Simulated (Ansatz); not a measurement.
# InH3+ (doublet): the correlation ladder at angle H3–In1–H4 = 159.8°, def2-SVP

One table from this session's results is given with a row withheld; the runs are named, their logs left out.

Computed with Ansatz 0.2.0, Gaussian basis. Level: def2-SVP, core rule «outside noble gas», up to 9 orbitals frozen.

To be run: UHF; CCSD(T) on ROHF; CCSD(T) on UHF; BCCD(T) on ROHF; CISD; CCSDT(Q) on ROHF; CCSDT(Q) on UHF; CASSCF and MRCISD+Q, 3 electrons in 3 orbitals; CASSCF and NEVPT2, 3 electrons in 3 orbitals; Full CI.

32 further runs of the same task are left out: 16 for a known fault of the program, 2 for a mislabelled method, 11 that didn't finish, 3 set aside as unsound or not needed.

**The system**

The geometry derives from a PBE0/def2-TZVP stationary point (not a proven minimum). One angle is set to the value named; bond lengths are kept. No spin-orbit coupling is included. Elements past krypton take def2 core potentials.

4 atoms, charge 1, spin multiplicity 2.

Atoms are counted from 1 here; the program's logs count them from 0.

Bond lengths: In1–H3 1.669 Å, In1–H4 1.668 Å. Angles: H3–In1–H4 159.8°.

The first run:

in.yaml

```yaml
crystal:
  periodic: [false, false, false]
  atoms:
    - {symbol: In, position_ang: [0.000000, -0.015113, 0.000447]}
    - {symbol: H, position_ang: [0.000000, 2.336726, -0.068541]}
    - {symbol: H, position_ang: [0.000000, -0.354876, -1.633102]}
    - {symbol: H, position_ang: [0.000000, -0.260291, 1.650717]}
basis:
  gaussian: {orbitals: def2-SVP}
total_charge: 1
magnetization: {spin_polarized: true, initial_magnetization: 1}
hamiltonian: {xc: hf}
output: {orbitals: {seedname: orbitals}}
```

Command:

```
$ ansatz run in.yaml --threads 1 --pin off --events-out ev --progress --plain --max-ram 2393MiB
```

Steps of the session up to this table: UHF; CCSD(T) on ROHF; CCSD(T) on UHF; BCCD(T) on ROHF; CISD; CCSDT(Q) on ROHF; CCSDT(Q) on UHF; CASSCF and MRCISD+Q, 3 electrons in 3 orbitals; CASSCF and NEVPT2, 3 electrons in 3 orbitals; Full CI.

One of the session's tables, all rows but one given; the rest of the session is left out.

| method | from FCI (kcal/mol) |
| --- | --- |
| ROHF | +40.79 |
| UHF | +40.58 |
| RMP2 | +10.94 |
| UMP2 | +10.86 |
| RCCSD | +0.64 |
| UCCSD | +0.62 |
| RCCSD(T) | +0.19 |
| UCCSD(T) | +0.17 |
| BCCD(T) | +0.18 |
| RCCSDT | 0.00 |
| UCCSDT | -0.02 |
| RCCSDT(Q) | -0.01 |
| UCCSDT(Q) | ? |
| CASSCF pair | +30.43 |
| NEVPT2 pair | +9.51 |
| MRCISD pair | +0.64 |
| MRCISD+Q pair | -0.46 |
| FCI | 0 |

Estimate the missing values for UCCSDT(Q).

**Answer.** from FCI (kcal/mol): -0.03. In the column «from FCI (kcal/mol)» it lies between MRCISD+Q pair (-0.46) and UCCSDT (-0.02).

Among the levels timed on like hardware and quicker than the yardstick, those that no quicker one beats, quickest first: BCCD(T) (0.69 s, +0.18 kcal/mol); UCCSD(T) (1.1 s, +0.17 kcal/mol); UCCSDT(Q) (3.3 s, -0.03 kcal/mol); RCCSDT(Q) (3.5 s, -0.01 kcal/mol).

Not comparable, so not listed: CISD (they don't share determinant, frozen orbitals or solution with the rows shown, or repeat one).

To keep in mind: The yardstick is full CI for this spin, exact in this basis with these frozen cores. MRCISD+Q pair falls below full CI: the +Q correction isn't variational, and the cores differ from full CI's. Of the multireference levels listed MRCISD+Q pair comes nearest in total energy (-0.46 kcal/mol), which doesn't show that its space is the better one. Levels on UHF freeze UHF's core orbitals, full CI those of ROHF, so the U rows can settle a little off it for that reason alone. Restricted and unrestricted rows rest on different reference determinants; where their highest levels disagree by more than a few hundredths of an eV, they describe different states and don't form one ladder.
